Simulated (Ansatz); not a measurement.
# C3H9Cl2NOSi: a ladder of functionals and wavefunction methods

Aim: compute C3H9Cl2NOSi with functionals from several rungs and with coupled cluster. The yardstick is the atomisation energy at the CCSD(T) limit.

Method: functionals in def2-TZVPP, the program's frozen cores in correlated methods; program: Ansatz 0.2.0, Gaussian basis.

Levels to be run: LDA (SPW92), PBE-D4, revPBE-D4, BLYP-D4, r2SCAN-D4, B97M-V, PBE0-D4, B3LYP-D4, r2SCANh-D4, r2SCAN0-D4, HSE06-D4, BHLYP-D4, CAM-B3LYP-D4, LC-ωPBE, ωB97X-V, ωB97M-V, B2PLYP, PBE-QIDH; CCSD(T)/def2-SVP; CCSD(T)/def2-TZVPP; MP2/def2-QZVPP; extrapolation to the limit; RPA on PBE.

### 1 The relaxed structure

The geometry comes from an earlier relaxation with PBE0-D4 in a triple-zeta def2 set; it is a stationary point, not always the lowest conformer.

17 atoms, charge 0, spin multiplicity 1.

Atoms are counted from 1 here; the program's logs count them from 0.

Bond lengths: C1–O2 1.415 Å, C1–H9 1.090 Å, C1–H10 1.095 Å, C1–H11 1.094 Å, O2–Si3 1.621 Å, Si3–Cl4 2.046 Å, Si3–Cl5 2.043 Å, Si3–N6 1.693 Å, N6–C7 1.449 Å, N6–C8 1.445 Å, C7–H12 1.096 Å, C7–H13 1.098 Å, C7–H14 1.091 Å, C8–H15 1.096 Å, C8–H16 1.089 Å, C8–H17 1.098 Å. Angles: O2–C1–H9 107.7°, O2–C1–H10 111.4°, O2–C1–H11 110.8°, H9–C1–H10 109.1°, H9–C1–H11 109.0°, H10–C1–H11 108.8°, C1–O2–Si3 123.5°, O2–Si3–Cl4 111.0°, O2–Si3–Cl5 104.3°, O2–Si3–N6 111.1°, Cl4–Si3–Cl5 107.8°, Cl4–Si3–N6 108.4°, Cl5–Si3–N6 114.2°, Si3–N6–C7 118.7°, Si3–N6–C8 124.5°, C7–N6–C8 113.2°, N6–C7–H12 110.2°, N6–C7–H13 111.8° and more.

### 2 LDA

This LDA is Slater exchange with PW92 correlation.

in.yaml reads:

```yaml
crystal:
  periodic: [false, false, false]
  atoms:
    - {symbol: C, position_ang: [0.442395, -2.231658, -1.172401]}
    - {symbol: O, position_ang: [0.006736, -0.997017, -1.708754]}
    - {symbol: Si, position_ang: [-0.900358, 0.065489, -0.887545]}
    - {symbol: Cl, position_ang: [-2.671786, -0.777272, -0.306915]}
    - {symbol: Cl, position_ang: [-1.321737, 1.527606, -2.251039]}
    - {symbol: N, position_ang: [-0.091553, 0.615869, 0.494180]}
    - {symbol: C, position_ang: [1.298612, 1.008963, 0.376193]}
    - {symbol: C, position_ang: [-0.744725, 1.174640, 1.655722]}
    - {symbol: H, position_ang: [1.133747, -2.678894, -1.887062]}
    - {symbol: H, position_ang: [0.956340, -2.092504, -0.216136]}
    - {symbol: H, position_ang: [-0.402545, -2.909821, -1.022949]}
    - {symbol: H, position_ang: [1.863392, 0.668651, 1.251759]}
    - {symbol: H, position_ang: [1.409692, 2.099015, 0.305161]}
    - {symbol: H, position_ang: [1.751053, 0.565132, -0.512156]}
    - {symbol: H, position_ang: [-0.226023, 0.856172, 2.567211]}
    - {symbol: H, position_ang: [-1.777076, 0.832536, 1.719596]}
    - {symbol: H, position_ang: [-0.745063, 2.272694, 1.635334]}
basis:
  gaussian: {orbitals: def2-TZVPP}
hamiltonian: {xc: lda}
output: {orbitals: {seedname: orbitals}}
```

Further steps of the session: PBE-D4 (GGA); revPBE-D4 (GGA); BLYP-D4 (GGA); r2SCAN-D4 (meta-GGA); B97M-V (meta-GGA); PBE0-D4 (hybrid); B3LYP-D4 (hybrid); r2SCANh-D4 (hybrid); r2SCAN0-D4 (hybrid); HSE06-D4 (hybrid); BHLYP-D4 (hybrid); CAM-B3LYP-D4 (range-separated); LC-ωPBE (range-separated); ωB97X-V (range-separated); ωB97M-V (range-separated); B2PLYP (double hybrid); PBE-QIDH (double hybrid); CCSD(T) in def2-SVP; CCSD(T) in def2-TZVPP; MP2 in def2-QZVPP; RPA on PBE orbitals.

Before running them: what should the planned runs give, taken together? Wanted: atomisation energy, CCSD(T)/CBS; farthest beyond LDA; mean size of error, GGA; mean size of error, meta-GGA; mean size of error, hybrid; mean size of error, range-separated; mean size of error, double hybrid; gap, smallest and largest; T1 diagnostic.

The runs gave:

| quantity | value |
| --- | --- |
| atomisation energy, CCSD(T)/CBS | 6514.5 kJ/mol |
| functionals within 32.6 kJ/mol (0.5 %) | r2SCAN-D4, B97M-V, PBE0-D4, B3LYP-D4, r2SCANh-D4, HSE06-D4, CAM-B3LYP-D4, ωB97X-V, ωB97M-V |
| farthest beyond LDA | BHLYP-D4 (-185.5 kJ/mol) |
| mean size of error, GGA | 63.1 kJ/mol |
| mean size of error, meta-GGA | 11.6 kJ/mol |
| mean size of error, hybrid | 57.2 kJ/mol |
| mean size of error, range-separated | 25.9 kJ/mol |
| mean size of error, double hybrid | 62.9 kJ/mol |
| gap, smallest and largest | 5.44 eV (LDA (SPW92)), 12.74 eV (LC-ωPBE) |
| T1 diagnostic | 0.0101 |
| triples share of the correlation energy | 3.9 % |

The LDA atomisation energy is off by 934.0 kJ/mol (14 %): it overbinds. PBE-D4 misses by +115.5 kJ/mol. Double hybrids carry the basis error of their MP2 part in triple zeta, and no dispersion term here, so their miss is partly the set-up's. The rungs meta-GGA, range-separated miss on average by less than the doubt on the reference (32.6 kJ/mol), so they tie. The reference freezes the cores and leaves out relativity and excitations past (T), so misses under about 32.6 kJ/mol can't be ranked. Hartree-Fock recovers 73 % of the binding; the rest is correlation. CCSD(T) in def2-SVP is off by -398.0 kJ/mol, more than most functionals: a good method in a small basis is no reference. The gap grows from 5.4 to 12.7 eV across the functionals, mostly with the share of exact exchange.
